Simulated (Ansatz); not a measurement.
Run this with the Ansatz DFT code, driven from Python and show what comes out.

The script, `transition_ru.py`:
```python
"""Enthalpies of two structures of Ru under pressure."""

import ansatz as az
import numpy as np

config = {
    "functional": "r2scan",
    "cutoff_ev": 550,
    "tolerance": 1e-07,
    "kspacing": 0.26,
    "filling": "gaussian",
    "width_ev": 0.05,
}


def bcc(first, a):
    return (
        az.Lattice.bcc(a)
        .space_group(229)
        .atom(first, (0, 0, 0))
        .primitive()
    )


def diamond(first, a):
    return (
        az.Lattice.fcc(a)
        .space_group(227, origin_choice=1)
        .atom(first, (0, 0, 0))
        .primitive()
    )


def solve(name, crystal, pressure=0.0):
    calc = (
        crystal.calculation()
        .functional(config["functional"])
        .basis(config["cutoff_ev"])  # cutoff of the orbital basis
        .scf(tolerance=config["tolerance"])
        .kpoints(spacing=config["kspacing"])
        .occupations(config["filling"], width=config["width_ev"])
    )
    calc = calc.relax(force_tolerance=0.01, cell=True, pressure=pressure)
    return calc.run()


def volume_per_atom(outcome):
    return abs(np.linalg.det(outcome.lattice.cell_ang)) / len(outcome.lattice.sites)

phases = {}
phases["bcc"] = bcc("Ru", 3.01)
phases["diamond"] = diamond("Ru", 5.21)

# H = E + PV, with 1 eV per cubic angstrom equal to 160.2 GPa
pressures = [0, 20, 40, 60]
enthalpy, volume = {name: [] for name in phases}, {name: [] for name in phases}
for p in pressures:
    for name, crystal in phases.items():
        o = solve(name, crystal, pressure=p)
        volume[name].append(volume_per_atom(o))
        enthalpy[name].append(o.report["energy_sigma0_ev"] / len(o.lattice.sites) + p * volume[name][-1] / 160.21766)
gap = np.array(enthalpy["diamond"]) - np.array(enthalpy["bcc"])
rows = [(p, va, vb, 1000 * d) for p, va, vb, d in zip(pressures, volume["bcc"], volume["diamond"], gap)]
print("   P (GPa)  V bcc (A^3/atom)  V diamond (A^3/atom)  H(diamond) - H(bcc) (meV/atom)")
for row in rows:
    print(f"{row[0]:10d}  {row[1]:16.3f}  {row[2]:20.3f}  {row[3]:+30.1f}")
crossings = [p0 - g0 * (p1 - p0) / (g1 - g0) for p0, p1, g0, g1 in zip(pressures, pressures[1:], gap, gap[1:]) if g0 * g1 < 0]
print("crossing near", [round(float(p), 1) for p in crossings], "GPa") if crossings else print("no crossing in this range")
```

```console
$ python transition_ru.py
DeckWarning: relax.cell: scf.convergence.dr2_threshold = 1e-7 eV (the SCF's general default) is looser than the 1e-10 eV advised for a relaxation that steers and ends on the stress (1e-10 eV for each atom of the cell: 1). What an SCF threshold leaves in a [...]
DeckWarning: relax.cell: scf.convergence.dr2_threshold = 1e-7 eV (the SCF's general default) is looser than the 2e-10 eV advised for a relaxation that steers and ends on the stress (1e-10 eV for each atom of the cell: 2). What an SCF threshold leaves in a [...]
   P (GPa)  V bcc (A^3/atom)  V diamond (A^3/atom)  H(diamond) - H(bcc) (meV/atom)
         0            13.923                19.828                          +505.5
        20            13.150                18.112                         +1177.8
        40            12.566                16.965                         +1759.8
        60            12.095                16.107                         +2283.5
no crossing in this range
```
(Warnings from the package without file and line, shortened.)

Reading the output:
- These settings explore the input space; cutoff and mesh may be short of convergence.
- At a fixed pressure a relaxation lowers the enthalpy F + PV, while F alone can rise.
- Only these two structures are compared, at zero temperature and with their symmetry kept; either may be hypothetical, and another phase may be lower than both. Differences under about 40 meV an atom lie within the error of mesh and functional.
- The cells are prototypes set up for this calculation and needn't exist.
- Wall time of the script: 120 s on 1 thread of Arm Neoverse V1, with other jobs on the host, peak memory 0.53 GiB.
